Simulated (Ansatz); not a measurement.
BrF₃Ge, SMILES [F][Ge]([F])([F])[Br]: vertical spin-state energies, run with the Python package of Ansatz (0.2.0).

Script `spin.py`:
```python
# -*- coding: utf-8 -*-
"""Gap between spin states of BrF3Ge at one geometry."""

import ansatz
from ase import Atoms


def main():
    atoms = Atoms(["F", "Ge", "F", "F", "Br"], positions=[
        (1.2495, -0.8469, 1.0744),
        (-0.0578, -0.0872, 0.065),
        (-0.8577, -1.3339, -0.9093),
        (-1.1773, 0.6946, 1.0918),
        (0.8932, 1.4998, -1.3634),
    ])
    molecule = ansatz.Crystal.molecule_from_ase(atoms)

    setup = molecule.calculation()
    setup = setup.basis(gaussian="cc-pVDZ").functional("PBE0")
    found = {}
    for unpaired in [0, 2]:
        report = setup.spin("collinear", total=unpaired).run().report
        s = unpaired / 2
        found[unpaired] = report["free_energy_ev"]
        print(f"2S+1 = {unpaired + 1}: E = {found[unpaired]:.5f} eV, <S^2> = {abs(report['mean_field']['state']['spin_squared']):.3f} (pure state {s * (s + 1):.2f})")
    lowest = min(found, key=found.get)
    for unpaired, e in found.items():
        print(f"multiplicity {unpaired + 1}: {96.485332 * (e - found[lowest]):.1f} kJ/mol above the lowest")


if __name__ == "__main__":
    main()
```

Which spin state is lowest at this geometry, and how far above lie the others?

In order: multiplicity 1 (+0.00 eV) and multiplicity 3 (+5.01 eV), all at the one geometry.

The output:

Running `python spin.py` prints:
```text
2S+1 = 1: E = -134694.52866 eV, <S^2> = 0.000 (pure state 0.00)
2S+1 = 3: E = -134689.52306 eV, <S^2> = 2.004 (pure state 2.00)
multiplicity 1: 0.0 kJ/mol above the lowest
multiplicity 3: 483.0 kJ/mol above the lowest
```

Notes:
- Total energies depend on the basis set; only differences at equal settings carry meaning.
- The geometry is a force-field or estimated start, not a minimum of this method, and the basis set is short of its limit. All parts are taken at fixed geometry, without zero-point energy.
- Hardware and time: 40 s on 1 thread of Arm Neoverse V2, on a shared host, peak memory 0.52 GiB.
